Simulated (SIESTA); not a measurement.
# Ba2Tl5V3O12 under changes of volume

One of the cells (21.543 Å³/atom); the others are scaled copies at fixed shape and fractional positions:

```
Ba V Tl O
1.0
     6.10161    0.00000    0.00000
    -2.49969    5.62148    0.00000
    -2.29960   -2.44425   13.81778
Ba V Tl O
2 3 5 12
Direct
  0.88251 0.01561 0.47320
  0.57886 0.79688 0.88922
  0.26936 0.10580 0.98468
  0.11629 0.55820 0.33914
  0.60807 0.30696 0.66552
  0.48361 0.28991 0.38373
  0.08311 0.07485 0.74869
  0.77279 0.89398 0.17719
  0.29791 0.66599 0.60107
  0.97201 0.46636 0.04740
  0.02458 0.05647 0.04354
  0.16369 0.86975 0.88754
  0.33585 0.37289 0.93818
  0.53308 0.10242 0.04892
  0.42674 0.67762 0.40063
  0.95197 0.64202 0.41211
  0.00696 0.24041 0.32565
  0.08373 0.64865 0.23032
  0.85890 0.33214 0.61652
  0.63673 0.58163 0.72390
  0.56343 0.09920 0.74423
  0.34984 0.20226 0.56862
```

The cell was built by a generator and needn't be a form met in nature.

| Quantity | Value |
| --- | --- |
| Program | SIESTA 5.4.2 |
| Functional | PBE |
| Potentials or basis | PseudoDojo 0.4 standard (PBE files) |
| Basis | DZP (energy shift 0.003 Ry; two zetas on semicore shells; d shell added on Ba) |
| Grid cutoff | 800 Ry |
| Energy shift | 0.003 Ry |
| k mesh | 5 × 5 × 2 |
| Occupations | fermi-dirac, width 0.05 eV |
| Spin | collinear spin, ferromagnetic start |
| Starting moments | [0.0, 0.0, 2.0, 2.0, 2.0, 0.0, 0.0, 0.0, 0.0, 0.0, 0.0, 0.0, 0.0, 0.0, 0.0, 0.0, 0.0, 0.0, 0.0, 0.0, 0.0, 0.0] μB |

```csv
volume (Å³/atom),energy over the lowest point (meV/atom),pressure (GPa),gap on the mesh (eV),largest force (eV/Å)
19.854,?,?,?,?
20.276,15.37,4.6,3.00,1.241
20.698,5.69,2.8,3.00,0.778
21.543,0.00,-0.5,2.99,0.165
21.966,3.09,-1.8,2.98,0.435
22.388,9.60,-3.1,2.96,0.782
```

**Question.** What does the run at 19.854 Å³/atom give?

**Answer.** Energy over the lowest point 30.28 meV/atom; pressure 6.7 GPa; gap on the mesh 2.99 eV; largest force 1.739 eV/Å.

Worked out: A Birch-Murnaghan fit of order 3 (a polynomial in V^(-2/3)) to the other rows has its minimum at 21.41 Å³/atom with B0 = V·E''(V) = 76 GPa and B' = 4.4 at fixed shape and positions, which overstates the stiffness. It gives 30.30 meV/atom at 19.854 Å³/atom, against the run's 30.28, and -dE/dV = 6.7 GPa, against 6.7. A parabola through the other rows of the gap, of slope 0.495 eV per unit of ln V there, extrapolates to 2.99 eV, against the run's 2.99.

Energies are extrapolated to zero smearing.

Caveats: this set's barium file shifts pressures by up to 1 GPa against other sets; spin-orbit coupling is left out, which as a rule narrows the gap of such compounds by several tenths of an eV; an odd mesh through Γ misses points on the zone boundary, where band edges often lie; the basis of atomic orbitals isn't converged, which shifts pressures, moduli and gaps; forces of over 1 eV/Å show positions far from the minimum, so gaps and moduli don't describe the material at rest (some runs).
